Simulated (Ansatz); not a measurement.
# FH₃OSiZn: how energies converge with the basis set

One table from this session's results is given with a row withheld; the runs are named, their logs left out.

Program: Ansatz 0.2.0, Gaussian basis. Level of theory: one geometry, several basis sets. These are calculated values, not measurements.

Plan: PBE0-D4/def2-SVP; ωB97M-V/def2-SVP; PBE0-D4/def2-QZVPP; ωB97M-V/def2-QZVPP; the functionals' def2-TZVPP values are taken from earlier runs.

## The relaxed structure

All runs share one geometry, relaxed beforehand with PBE0-D4 in a triple-zeta def2 set.

7 atoms, charge 0, spin multiplicity 1.

Atoms are counted from 1 here; the program's logs count them from 0.

Bond lengths: F1–Si2 1.606 Å, Si2–O3 1.603 Å, Si2–H5 1.483 Å, Si2–H6 1.483 Å, O3–Zn4 1.773 Å, Zn4–H7 1.509 Å. Angles: F1–Si2–O3 110.2°, F1–Si2–H5 106.3°, F1–Si2–H6 106.3°, O3–Si2–H5 111.1°, O3–Si2–H6 111.1°, H5–Si2–H6 111.6°, Si2–O3–Zn4 144.3°, O3–Zn4–H7 177.6°.

The first run:

in.yaml reads:

```yaml
crystal:
  periodic: [false, false, false]
  atoms:
    - {symbol: F, position_ang: [-0.250943, -0.300996, -1.880036]}
    - {symbol: Si, position_ang: [0.040708, 0.829326, -0.777448]}
    - {symbol: O, position_ang: [0.093951, 0.176689, 0.685185]}
    - {symbol: Zn, position_ang: [-0.032110, -1.344336, 1.587773]}
    - {symbol: H, position_ang: [1.344650, 1.435756, -1.139488]}
    - {symbol: H, position_ang: [-1.066244, 1.810214, -0.884185]}
    - {symbol: H, position_ang: [-0.130002, -2.606664, 2.408209]}
basis:
  gaussian: {orbitals: def2-SVP}
hamiltonian: {xc: pbe0, dispersion: d4}
output: {orbitals: {seedname: orbitals}}
```

Started as:

```sh
> ansatz run in.yaml --threads 2 --pin off --events-out ev --progress --plain --max-ram 4352MiB
```

Among the steps run: PBE0-D4 in def2-SVP; ωB97M-V in def2-SVP; PBE0-D4 in def2-QZVPP; ωB97M-V in def2-QZVPP.

One of the session's tables, all rows but one given; the rest of the session is left out.

| functional | basis | HOMO (eV) |
| --- | --- | --- |
| PBE0-D4 | def2-SVP | ? |
| PBE0-D4 | def2-TZVPP | -8.40 |
| PBE0-D4 | def2-QZVPP | -8.42 |
| ωB97M-V | def2-SVP | -10.43 |
| ωB97M-V | def2-TZVPP | -10.71 |
| ωB97M-V | def2-QZVPP | -10.73 |

Q: Estimate the row for PBE0-D4, def2-SVP from the others.

The run gave: HOMO (eV): -8.18. In the column «HOMO (eV)» it is the highest.
